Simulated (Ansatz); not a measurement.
# WS2: the cost of one run

Method: DFT r2SCAN, scalar-relativistic, plane waves, PAW, in Ansatz 0.2.0.

## Step 1: The system as given

It takes space group P-3m1 (No. 164, trigonal). Conventional cell: a = 3.183 Å, b = 3.183 Å, c = 23.669 Å, α = 90.00°, β = 90.00°, γ = 120.00°. W (site symmetry 3m) has 6 S at 2.41 Å in its first shell of neighbours. Around S (site symmetry 3m) lie 3 W at 2.41 Å.

Structure file:

```cif
data_structure
_symmetry_space_group_name_H-M 'P-3m1'
_symmetry_Int_Tables_number 164
_cell_length_a 3.1832
_cell_length_b 3.1832
_cell_length_c 23.6688
_cell_angle_alpha 90.000
_cell_angle_beta 90.000
_cell_angle_gamma 120.000
_cell_volume 207.70
loop_
_atom_site_label
_atom_site_type_symbol
_atom_site_symmetry_multiplicity
_atom_site_Wyckoff_symbol
_atom_site_fract_x
_atom_site_fract_y
_atom_site_fract_z
_atom_site_occupancy
W1 W 2 d 0.33333 0.66667 0.63732 1
S1 S 2 d 0.33333 0.66667 0.29682 1
S2 S 2 d 0.66667 0.33333 0.57144 1
```

Source of the structure: the Materials Project (structure only).

## Step 2: Probe: one point at the start

input.yaml reads:

```yaml
crystal:
  lattice:
    - [3.1832085602, 0.0, 0.0]
    - [-1.5916042801, 2.7567394786, 0.0]
    - [0.0, 0.0, 23.66876325]
  atoms:
    - { symbol: W, position: [0.33333333, 0.66666667, 0.63731754] }
    - { symbol: W, position: [0.66666667, 0.33333333, 0.36268246] }
    - { symbol: S, position: [0.33333333, 0.66666667, 0.29681611] }
    - { symbol: S, position: [0.66666667, 0.33333333, 0.57144183] }
    - { symbol: S, position: [0.33333333, 0.66666667, 0.42855817] }
    - { symbol: S, position: [0.66666667, 0.33333333, 0.70318389] }
basis:
  ecutwfc: 500
kpoints:
  mp_grid: { grid: [6, 6, 1] }
hamiltonian:
  xc: r2scan
scf:
  occupations: { method: gaussian, width: 0.1 }
output:
  forces: true
  stress: true
  eigenvalues: true
```

Command:

```
> ansatz run input.yaml --threads 2 --pin off --max-ram 5120MiB --backend cpu --events-out ev --progress --plain --runs-dir out
```

**Question.** How long does this run take on 2 threads of Intel Xeon at 2.50GHz (Skylake/Cascade Lake), shared host, and how much memory does it need?

About 12 s, with a peak of 0.9 GiB.
